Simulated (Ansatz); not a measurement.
# Cu2Sn3: the cost of one run

Program: Ansatz 0.2.0. Level of theory: DFT PBE, scalar-relativistic, plane waves, PAW. These are calculated values, not measurements.

### Step 1. Starting point

Symmetry: P-3m1, No. 164, trigonal system. Conventional cell: a = 3.149 Å, b = 3.149 Å, c = 25.559 Å, α = 90.00°, β = 90.00°, γ = 120.00°. Cu (site symmetry 3m) is surrounded by 3 Sn at 3.14 Å and 9 Cu at 3.14 to 3.15 Å. Cu (site symmetry 3m) is surrounded by 6 Sn at 3.14 Å and 6 Cu at 3.15 Å. Sn (site symmetry 3m) is surrounded by 6 Cu at 3.14 Å and 6 Sn at 3.15 Å. Sn (site symmetry 3m) has 12 Sn at 3.14 to 3.15 Å as nearest neighbours. Around Sn (site symmetry 3m) lie 9 Sn at 3.14 to 3.15 Å and 3 Cu at 3.14 Å.

Coordinates:

```
CELL_PARAMETERS angstrom
3.14929 0.00000 0.00000
-1.57465 2.72737 0.00000
0.00000 0.00000 25.55894
ATOMIC_POSITIONS crystal
Cu 0.33333 0.66667 0.05000
Cu 0.33333 0.66667 0.25000
Cu 0.66667 0.33333 0.95000
Cu 0.66667 0.33333 0.75000
Sn 0.33333 0.66667 0.85000
Sn 0.33333 0.66667 0.45000
Sn 0.33333 0.66667 0.65000
Sn 0.66667 0.33333 0.15000
Sn 0.66667 0.33333 0.35000
Sn 0.66667 0.33333 0.55000
```

The start is an ordering of an alloy on its end members' structure types: elements ordered on the sites of the Co type, Cu/Sn on Co (P-3m1, No. 164).

### Step 2. A first look at the guess

Contents of input.yaml:

```yaml
crystal:
  lattice:
    - [3.14929101, 0.0, 0.0]
    - [-1.57464551, 2.72736602, 0.0]
    - [0.0, 0.0, 25.55894461]
  atoms:
    - { symbol: Cu, position: [0.33333333, 0.66666667, 0.05] }
    - { symbol: Cu, position: [0.33333333, 0.66666667, 0.25] }
    - { symbol: Cu, position: [0.66666667, 0.33333333, 0.95] }
    - { symbol: Cu, position: [0.66666667, 0.33333333, 0.75] }
    - { symbol: Sn, position: [0.33333333, 0.66666667, 0.85] }
    - { symbol: Sn, position: [0.33333333, 0.66666667, 0.45] }
    - { symbol: Sn, position: [0.33333333, 0.66666667, 0.65] }
    - { symbol: Sn, position: [0.66666667, 0.33333333, 0.15] }
    - { symbol: Sn, position: [0.66666667, 0.33333333, 0.35] }
    - { symbol: Sn, position: [0.66666667, 0.33333333, 0.55] }
basis:
  ecutwfc: 420
kpoints:
  mp_grid: { grid: [6, 6, 1] }
hamiltonian:
  xc: pbe
scf:
  occupations: { method: gaussian, width: 0.1 }
  lower_state_search: "off"
output:
  forces: true
  stress: true
  eigenvalues: true
```

Launch:

```
$ ansatz run input.yaml --threads 1 --pin off --max-ram 2560MiB --backend cpu --events-out ev --progress --plain --runs-dir out
```

**Question.** How long does this run take on 1 thread of AMD EPYC (Zen 3), shared host, and how much memory does it need?

About 13 s, with a peak of 0.56 GiB.
